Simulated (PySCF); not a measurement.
# The bond of SiPb+, level by level

One job finds the state of SiPb+, follows it along the bond with each method and fits the curves.

Method: Si def2-SVP, Pb def2-SVP with ECP60, scalar-relativistic core potentials; program: PySCF 2.14.0.

### Step 1. The job

Settings of the job:

```json
{
  "atoms": "Si, Pb",
  "charge": "1",
  "basis": "Si def2-SVP, Pb def2-SVP with ECP60",
  "Hamiltonian": "scalar-relativistic core potentials",
  "basis functions": "44",
  "electrons treated": "35",
  "masses in u": "27.9769, 207.9766",
  "levels": "PBE0, PBE, r²SCAN, B3LYP, PBEsol, M06-L, LC-ωPBE, HF, MP2, SCS-MP2, CCSD, CCSD(T)",
  "grid": "80 radial by 434 angular points",
  "occupations": "held fixed by the projection of orbital angular momentum",
  "dissociation limit": "Si + Pb+, each in its ground configuration",
  "starting distance in angstrom": "2.610",
  "values of 2S to try": "1, 3"
}
```

Launch:

```
$ OMP_NUM_THREADS=1 python dia.py task.json out
```

The runs that follow: First curve: PBE0; Other states along the same grid; PBE (GGA); r²SCAN (meta-GGA); B3LYP (global hybrid GGA); PBEsol; M06-L (meta-GGA); LC-ωPBE; UHF; Adding correlation.

Q: Predict the outcome of this session. Wanted: for each run, Re; ωe; De; μ.

As calculated:

Lowest PBE0 solution found, without spin–orbit coupling: ⁴Σ⁻ (quartet), unpaired electrons σ ↑, π ↑↑. State 2 has its PBE0 minimum 0.39 eV higher, as a spin-mixed determinant (⟨S²⟩ = 1.77), so this is no gap between pure states. State 3 has its PBE0 minimum 0.40 eV higher, as a spin-mixed determinant (⟨S²⟩ = 1.76), so this is no gap between pure states. State 4 has its PBE0 minimum 0.43 eV higher. The other levels ran on the lowest alone.

```csv
level,Re (Å),ωe (cm⁻¹),De (eV),μ (D)
UHF,2.615,305,1.18,-1.46
UHF-MP2,2.613,301,2.07,n/a
UHF-SCS-MP2,2.598,312,1.77,n/a
UHF-CCSD,2.636,285.6,1.94,n/a
UHF-CCSD(T),2.649,275.6,2.09,n/a
PBE,2.667,263.4,2.72,-2.28
PBEsol,2.641,273.1,2.94,-2.40
r²SCAN,2.638,278.1,2.57,-2.19
M06-L,2.649,277.6,2.63,-1.25
B3LYP,2.663,267.2,2.35,-2.36
PBE0,2.624,286.3,2.44,-2.08
LC-ωPBE,2.559,325,1.94,-1.72
```

De is counted to Si + Pb+ in their ground configurations. A positive dipole points from Si to Pb; in an ion it is taken about the centre of mass and does not tell which atom is negative.

In words: The methods spread over 0.108 Å in bond length, from LC-ωPBE to PBE. Among the levels with a De in the table, it runs from 1.18 eV (UHF) to 2.94 eV (PBEsol).

Correlated steps freeze 9 core orbitals. Spin–orbit coupling is left out, which matters for elements this heavy, above all for dissociation energies. T1 is 0.020 near the minimum (highest on the curve 0.061), which may point to more than one leading configuration. With spin–orbit coupling the term label itself may not hold.
